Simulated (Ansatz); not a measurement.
NaLaMnMoO6 in Ansatz: the effect of Hubbard term

Crystal: NaLaMnMoO6.

```
Na La Mn Mo O
1.0
     4.72242   -2.73688    0.00204
     4.72242    2.73688    0.00204
    -3.17796    0.00000    4.47000
Na La Mn Mo O
1 1 1 1 6
Direct
  0.25021 0.25021 0.74459
  0.75117 0.75117 0.25707
  0.49918 0.49918 0.49917
  0.00110 0.00110 0.00114
  0.28503 0.78106 0.28520
  0.78106 0.28503 0.28520
  0.25187 0.25187 0.18775
  0.74777 0.74777 0.81124
  0.21883 0.71407 0.71525
  0.71407 0.21883 0.71525
```

The cell was built by a generator and needn't be a form met in nature.

Alike in all runs:

| Quantity | Value |
| --- | --- |
| Program | Ansatz 0.2.0 |
| Task | projected density of states |
| Functional | PBE |
| Potentials or basis | Ansatz PAW |
| Cutoff | 420 eV (not typed: the program's choice for these potentials) |
| k mesh | 6 × 6 × 6 |
| Occupations | fermi-dirac, width 0.05 eV |
| Spin | collinear spin, ferromagnetic start |
| Starting moments | [0.0, 0.0, 4.0, 1.0, 0.0, 0.0, 0.0, 0.0, 0.0, 0.0] μB |
| Hubbard projectors | ortho-atomic (the default) |
| Double counting | fll (the default) |

| Hubbard term | pressure (GPa) | moment (μB) | largest force (eV/Å) |
| --- | --- | --- | --- |
| La f U = 2 eV, Mn d U = 2 eV, Mo d U = 2 eV | ? | ? | ? |
| La f U = 4 eV, Mn d U = 4 eV, Mo d U = 4 eV | 9.6 | 5.00 | 1.73 |
| La f U = 6 eV, Mn d U = 6 eV, Mo d U = 6 eV | 11.1 | 5.00 | 2.06 |

Problem. What does the run with Hubbard term La f U = 2 eV, Mn d U = 2 eV, Mo d U = 2 eV give?

Solution. Pressure 4.3 GPa; moment 2.50 μB; largest force 0.53 eV/Å.

Caveats: the magnetic or orbital state may not be the lowest; a cell with one magnetic atom can't hold antiferromagnetic order, which such compounds often take; the density of states is complete only up to the lowest level of the last band computed; forces of over 1 eV/Å show positions far from the minimum, so gaps and moduli don't describe the material at rest (some runs); the starting moments weren't kept (some runs).
